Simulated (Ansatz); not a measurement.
**GeHF: a ladder of functionals and wavefunction methods**

One table from this session's results is given with a row withheld; the runs are named, their logs left out.

Method: functionals in def2-TZVPP, the program's frozen cores in correlated methods; program: Ansatz 0.2.0, Gaussian basis.

Levels to be run: LDA (SPW92), PBE-D4, revPBE-D4, BLYP-D4, r2SCAN-D4, B97M-V, PBE0-D4, B3LYP-D4, r2SCANh-D4, r2SCAN0-D4, HSE06-D4, BHLYP-D4, CAM-B3LYP-D4, LC-ωPBE, ωB97X-V, ωB97M-V, B2PLYP, PBE-QIDH; CCSD(T)/def2-SVP; CCSD(T)/def2-TZVPP; CCSD(T)/def2-QZVPP; extrapolation to the limit; RPA on PBE.

## The geometry

All runs share one geometry, relaxed beforehand with PBE0-D4 in a triple-zeta def2 set.

SMILES `[F][GeH]`, 3 atoms, charge 0, spin multiplicity 1.

Atoms are counted from 1 here; the program's logs count them from 0.

Bond lengths: F1–Ge2 1.757 Å, Ge2–H3 1.609 Å. Angles: F1–Ge2–H3 94.2°.

The first run:

in.yaml

```yaml
crystal:
  periodic: [false, false, false]
  atoms:
    - {symbol: F, position_ang: [0.672104, 1.012635, 0.469698]}
    - {symbol: Ge, position_ang: [-0.657860, 0.195237, -0.335600]}
    - {symbol: H, position_ang: [-0.025244, -1.272673, -0.147399]}
basis:
  gaussian: {orbitals: def2-TZVPP}
hamiltonian: {xc: lda}
output: {orbitals: {seedname: orbitals}}
```

Run with:

```
ansatz run in.yaml --threads 2 --pin off --events-out ev --progress --plain --max-ram 31744MiB --backend cpu
```

Steps of the session up to this table: LDA; PBE-D4 (GGA); revPBE-D4 (GGA); BLYP-D4 (GGA); r2SCAN-D4 (meta-GGA); B97M-V (meta-GGA); PBE0-D4 (hybrid); B3LYP-D4 (hybrid); r2SCANh-D4 (hybrid); r2SCAN0-D4 (hybrid); HSE06-D4 (hybrid); BHLYP-D4 (hybrid); CAM-B3LYP-D4 (range-separated); LC-ωPBE (range-separated); ωB97X-V (range-separated); ωB97M-V (range-separated); B2PLYP (double hybrid); PBE-QIDH (double hybrid).

One table of the session follows, with a row left open; its other results are not shown here.

It belongs to the step «Frontier levels by functional». 

| functional | HOMO (eV) | LUMO (eV) | gap (eV) |
| --- | --- | --- | --- |
| LDA (SPW92) | -6.19 | -3.91 | 2.27 |
| PBE-D4 | -6.07 | -3.65 | 2.42 |
| revPBE-D4 | -6.02 | -3.55 | 2.47 |
| BLYP-D4 | -5.99 | -3.59 | 2.40 |
| r2SCAN-D4 | -6.37 | -3.56 | 2.81 |
| B97M-V | ? | ? | ? |
| PBE0-D4 | -7.22 | -2.82 | 4.40 |
| B3LYP-D4 | -7.07 | -3.09 | 3.98 |
| r2SCANh-D4 | -6.79 | -3.25 | 3.55 |
| r2SCAN0-D4 | -7.42 | -2.78 | 4.64 |
| HSE06-D4 | -6.82 | -3.20 | 3.62 |
| BHLYP-D4 | -8.29 | -1.98 | 6.31 |
| CAM-B3LYP-D4 | -8.56 | -1.79 | 6.77 |
| LC-ωPBE | -9.82 | -0.55 | 9.27 |
| ωB97X-V | -9.50 | -0.67 | 8.83 |
| ωB97M-V | -9.37 | -0.79 | 8.58 |

Estimate the missing values for B97M-V.

As computed: HOMO (eV): -6.37; LUMO (eV): -3.54; gap (eV): 2.83.
